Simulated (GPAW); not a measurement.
**Sr2SO: band structure with PBEsol**

The system is Sr2SO.

```
CELL_PARAMETERS angstrom
4.04324 0.00000 0.00000
0.00000 4.04324 0.00000
0.00000 0.00000 5.71800
ATOMIC_POSITIONS crystal
Sr 0.50000 0.50000 0.50000
Sr 0.00000 0.00000 0.00000
S 0.00000 0.00000 0.50000
O 0.50000 0.50000 0.00000
```

The cell comes from a database or a generator and needn't be the stable form of this composition.

```yaml
Program: GPAW 26.7.0
Task: band structure
Functional: PBEsol
Potentials_or_basis: PAW data sets generated in the run's folder for this functional
Cutoff: 800 eV
Basis: pw
k_mesh: 5 × 5 × 4
Occupations: fermi-dirac, width 0.05 eV
Spin: spin-orbit coupling, no magnetisation
Maxiter: 150
Band_path: GXMGZRAZ,XR,MA
Band_points: 100
spin_axis_theta_degrees: 0
spin_axis_phi_degrees: 0
Soc_after_scf: second variation
```

| Item | Value |
| --- | --- |
| Pressure | -2.4 GPa |
| Band gap on the k mesh | 2.15 eV, direct |
| Band gap along the path | 2.15 eV, direct |

Stress tensor (GPa, compression positive):
```
-2.39  0.00  0.00
 0.00 -2.39  0.00
 0.00  0.00 -2.28
```

Levels at the corners of the path, in eV from the valence-band top:
```tsv
point	band 28	band 29	band 30	band 31	band 32	band 33	band 34	band 35	band 36	band 37
Γ	-0.07	-0.02	-0.02	0.00	0.00	2.15	2.15	2.77	2.77	4.57
X	-1.23	-0.56	-0.56	-0.46	-0.46	4.27	4.27	5.25	5.25	5.60
M	-0.29	-0.28	-0.28	-0.15	-0.15	2.34	2.34	2.34	2.34	5.43
Γ	-0.07	-0.02	-0.02	0.00	0.00	2.15	2.15	2.77	2.77	4.57
Z	-0.71	-0.14	-0.14	-0.10	-0.10	2.51	2.51	4.04	4.04	4.13
R	-0.98	-0.77	-0.77	-0.62	-0.62	5.07	5.07	5.52	5.52	5.95
A	-0.72	-0.60	-0.60	-0.56	-0.56	4.10	4.10	4.10	4.10	5.52
Z	-0.71	-0.14	-0.14	-0.10	-0.10	2.51	2.51	4.04	4.04	4.13
X	-1.23	-0.56	-0.56	-0.46	-0.46	4.27	4.27	5.25	5.25	5.60
R	-0.98	-0.77	-0.77	-0.62	-0.62	5.07	5.07	5.52	5.52	5.95
M	-0.29	-0.28	-0.28	-0.15	-0.15	2.34	2.34	2.34	2.34	5.43
A	-0.72	-0.60	-0.60	-0.56	-0.56	4.10	4.10	4.10	4.10	5.52
```

Run time: 3.9 min on 1 thread of Arm Neoverse V2, with other jobs on the host, peak memory 0.8 GiB.

Caveat: spin-orbit coupling was added after a scalar SCF, so levels and gaps hold it while energy, forces, pressure and moments don't; this program's spin-orbit splittings come out too wide for heavy elements. As with any semilocal functional, this PBEsol gap is likely too small.
